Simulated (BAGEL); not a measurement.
**singlet CH4AlSe+: levels of theory compared**

Wanted: a comparison of 3 runs (HF/3-21G, HF/6-31G*, RI-MP2/def2-SVPD) of singlet CH4AlSe+. 

Program for the calculation: BAGEL 1.2.2.

5 further runs of the same task are left out: 4 that didn't finish, 1 set aside as unsound or not needed.

## 1. Starting point

The species is CH4AlSe+ (7 atoms), meant as a singlet with charge +1. SMILES of the parent species: `[CH3][Al][SeH]`. The shape is that of a PBE0-D4/def2-TZVP optimisation. This is one conformer, not always the lowest. That shape belongs to the parent species and isn't relaxed for this state.

Bond lengths: C1–Al2 1.965 Å, Al2–Se3 2.344 Å, C1–H4 1.095 Å, C1–H5 1.095 Å, C1–H6 1.091 Å, Se3–H7 1.468 Å. Angles: C1–Al2–Se3 114.9°, Al2–C1–H4 109.3°, Al2–C1–H5 109.8°, Al2–C1–H6 112.9°, Al2–Se3–H7 93.0°, H4–C1–H5 107.8°, H4–C1–H6 108.2°, H5–C1–H6 108.6°.

## 2. The energy at HF/3-21G (density fitting with qzvpp-jkfit) (run 1)

Input file input.json:

```json
{ "bagel" : [

{
  "title" : "molecule",
  "basis" : "3-21g",
  "df_basis" : "qzvpp-jkfit",
  "angstrom" : true,
  "geometry" : [
    { "atom" : "C", "xyz" : [      -1.164200,       0.374900,      -0.315900 ] },
    { "atom" : "Al", "xyz" : [       0.169700,      -0.590400,       0.757400 ] },
    { "atom" : "Se", "xyz" : [       2.387200,      -0.335800,       0.041100 ] },
    { "atom" : "H", "xyz" : [      -1.246600,      -0.096900,      -1.300700 ] },
    { "atom" : "H", "xyz" : [      -0.841200,       1.409800,      -0.466600 ] },
    { "atom" : "H", "xyz" : [      -2.154500,       0.381700,       0.142600 ] },
    { "atom" : "H", "xyz" : [       2.911000,      -1.211500,       1.096300 ] }
  ]
},

{ "title" : "hf", "charge" : 1 },

{ "title" : "print", "file" : "orbitals.molden", "orbitals" : true }

]}
```

Command:

```sh
$ BAGEL_NUM_THREADS=1 BAGEL input.json > input.out
```

Output:

```text
* using 1 threads per process

  ===============================================================
  ===============================================================

  *** Geometry ***

  { "atom" : "C", "xyz" : [     -2.200019,      0.708458,     -0.596964 ] },
  { "atom" : "Al", "xyz" : [      0.320687,     -1.115694,      1.431279 ] },
  { "atom" : "Se", "xyz" : [      4.511154,     -0.634570,      0.077668 ] },
  { "atom" : "H", "xyz" : [     -2.355733,     -0.183114,     -2.457967 ] },
  { "atom" : "H", "xyz" : [     -1.589638,      2.664136,     -0.881746 ] },
  { "atom" : "H", "xyz" : [     -4.071415,      0.721308,      0.269475 ] },
  { "atom" : "H", "xyz" : [      5.500993,     -2.289403,      2.071707 ] },

  Number of auxiliary basis functions:      541

  Since a DF basis is specified, we compute 2- and 3-index integrals:
    o Being stored without compression. Storage requirement is 0.012 GB

  Number of basis functions:       52
  Number of electrons      :       57

    * METHOD: MOLECULE                             0.18

  *** RHF ***

  === Nuclear Repulsion ===
   197.1904950007

      * DIIS with orbital gradients will be used.

  === RHF iteration (3-21g) ===
      0      -2668.71979690          0.01397218           0.04
      1      -2668.77856481          0.00534321           0.04
      2      -2668.78606028          0.00128039           0.04
[... 9 lines of this table left out ...]
     12      -2668.78683059          0.00000000           0.04
    * SCF iteration converged.

    * Permanent dipole moment:
           (    2.225644,     0.910127,    -1.575409) a.u.

    * METHOD: HF                                   0.71

    * METHOD: PRINT                                0.01

  ===============================================================
```

It took 1.1 s on 1 thread of Arm Neoverse V2, shared host; peak memory 0.096 GiB.

## 3. A single-point energy at HF/6-31G(d) (density fitting with qzvpp-jkfit, spherical functions) (run 2)

Input file input.json:

```json
{ "bagel" : [

{
  "title" : "molecule",
  "basis" : "6-31gs.json",
  "df_basis" : "qzvpp-jkfit",
  "angstrom" : true,
  "geometry" : [
    { "atom" : "C", "xyz" : [   -1.164200,    0.374900,   -0.315900 ] },
    { "atom" : "Al", "xyz" : [    0.169700,   -0.590400,    0.757400 ] },
    { "atom" : "Se", "xyz" : [    2.387200,   -0.335800,    0.041100 ] },
    { "atom" : "H", "xyz" : [   -1.246600,   -0.096900,   -1.300700 ] },
    { "atom" : "H", "xyz" : [   -0.841200,    1.409800,   -0.466600 ] },
    { "atom" : "H", "xyz" : [   -2.154500,    0.381700,    0.142600 ] },
    { "atom" : "H", "xyz" : [    2.911000,   -1.211500,    1.096300 ] }
  ]
},
{
  "title" : "hf",
  "charge" : 1
},
{
  "title" : "print",
  "file" : "orbitals.molden",
  "orbitals" : true
}

]}
```

The basis set 6-31G* is read from a file made from the Basis Set Exchange's data (not shown).

Command:

```sh
$ BAGEL_NUM_THREADS=1 BAGEL input.json > input.out
```

Output:

```text
* using 1 threads per process

  ===============================================================
  ===============================================================

  *** Geometry ***

  { "atom" : "C", "xyz" : [     -2.200019,      0.708458,     -0.596964 ] },
  { "atom" : "Al", "xyz" : [      0.320687,     -1.115694,      1.431279 ] },
  { "atom" : "Se", "xyz" : [      4.511154,     -0.634570,      0.077668 ] },
  { "atom" : "H", "xyz" : [     -2.355733,     -0.183114,     -2.457967 ] },
  { "atom" : "H", "xyz" : [     -1.589638,      2.664136,     -0.881746 ] },
  { "atom" : "H", "xyz" : [     -4.071415,      0.721308,      0.269475 ] },
  { "atom" : "H", "xyz" : [      5.500993,     -2.289403,      2.071707 ] },

  Number of auxiliary basis functions:      541

  Since a DF basis is specified, we compute 2- and 3-index integrals:
    o Being stored without compression. Storage requirement is 0.022 GB

  Number of basis functions:       72
  Number of electrons      :       57

    * METHOD: MOLECULE                             0.25

  *** RHF ***

  === Nuclear Repulsion ===
   197.1904950007

      * DIIS with orbital gradients will be used.

  === RHF iteration (6-31gs.json) ===
      0      -2681.28965966          0.01268451           0.06
      1      -2681.36879674          0.00608862           0.06
      2      -2681.38451300          0.00130342           0.07
[... 10 lines of this table left out ...]
     13      -2681.38574439          0.00000001           0.07
    * SCF iteration converged.

    * Permanent dipole moment:
           (    2.224075,     0.855764,    -1.505285) a.u.

    * METHOD: HF                                   1.11

    * METHOD: PRINT                                0.01

  ===============================================================
```

It took 1.5 s on 1 thread of Arm Neoverse V2, shared host; peak memory 0.12 GiB.

## 4. A single-point energy at RI-MP2/def2-SVPD (density fitting with qzvpp-jkfit) (run 3)

Input file mp2.json:

```json
{ "bagel": [

{
  "title": "molecule",
  "basis": "def2-svpd.json",
  "df_basis": "qzvpp-jkfit",
  "angstrom": "true",
  "geometry": [
    { "atom": "C", "xyz": [   -1.164200,    0.374900,   -0.315900 ] },
    { "atom": "Al", "xyz": [    0.169700,   -0.590400,    0.757400 ] },
    { "atom": "Se", "xyz": [    2.387200,   -0.335800,    0.041100 ] },
    { "atom": "H", "xyz": [   -1.246600,   -0.096900,   -1.300700 ] },
    { "atom": "H", "xyz": [   -0.841200,    1.409800,   -0.466600 ] },
    { "atom": "H", "xyz": [   -2.154500,    0.381700,    0.142600 ] },
    { "atom": "H", "xyz": [    2.911000,   -1.211500,    1.096300 ] }
  ]
},
{ "title": "hf", "charge": 1 },
{ "title": "mp2", "charge": 1, "ncore": 15 }

]}
```

The basis set def2-SVPD is read from a file made from the Basis Set Exchange's data (not shown).

Command:

```sh
$ BAGEL_NUM_THREADS=1 BAGEL mp2.json > mp2.out
```

Output:

```text
* using 1 threads per process

  ===============================================================
  ===============================================================

  *** Geometry ***

[... 31 lines left out ...]
    * SCF iteration converged.
[... 1 line left out ...]
    * Permanent dipole moment:
[... 2 lines left out ...]
    * METHOD: HF                                   1.96

  *** RHF ***

  === Nuclear Repulsion ===
   197.1904950007

      * DIIS with orbital gradients will be used.

  === RHF iteration (def2-svpd.json) ===
      0      -2681.31309765          0.00000000           0.11
    * SCF iteration converged.

    * Permanent dipole moment:
           (    2.171861,     0.817220,    -1.446127) a.u.

  === DF-MP2 calculation ===

    * freezing 15 orbitals
    * 3-index integral transformation done
    * assembly done

      MP2 correlation energy:   -0.4446914830      0.06

      MP2 total energy:       -2681.7577891345

    * METHOD: MP2                                  0.30

  ===============================================================
```

It took 2.7 s on 1 thread of Arm Neoverse V2, shared host; peak memory 0.19 GiB.

## 5. Overview of the runs

```tsv
run	level	frozen core orbitals	energy (Eh)	HOMO energy (eV)	LUMO energy (eV)	HOMO–LUMO gap (eV)	wall time
1	HF/3-21G (density fitting with qzvpp-jkfit)	–	-2668.786831	-14.91	-6.65	8.26	1.1 s
2	HF/6-31G* (density fitting with qzvpp-jkfit, spherical functions)	–	-2681.385744	-14.77	-6.59	8.18	1.5 s
3	RI-MP2/def2-SVPD (density fitting with qzvpp-jkfit)	15	-2681.757789	–	–	–	2.7 s
```

## 6. Results

```
                                           quantity           value
                                run 3: total energy  -2681.75779 Eh
run 3: correlation energy (15 core orbitals frozen)      -444.7 mEh
```

All runs together took 5.3 s, the longest 2.7 s.
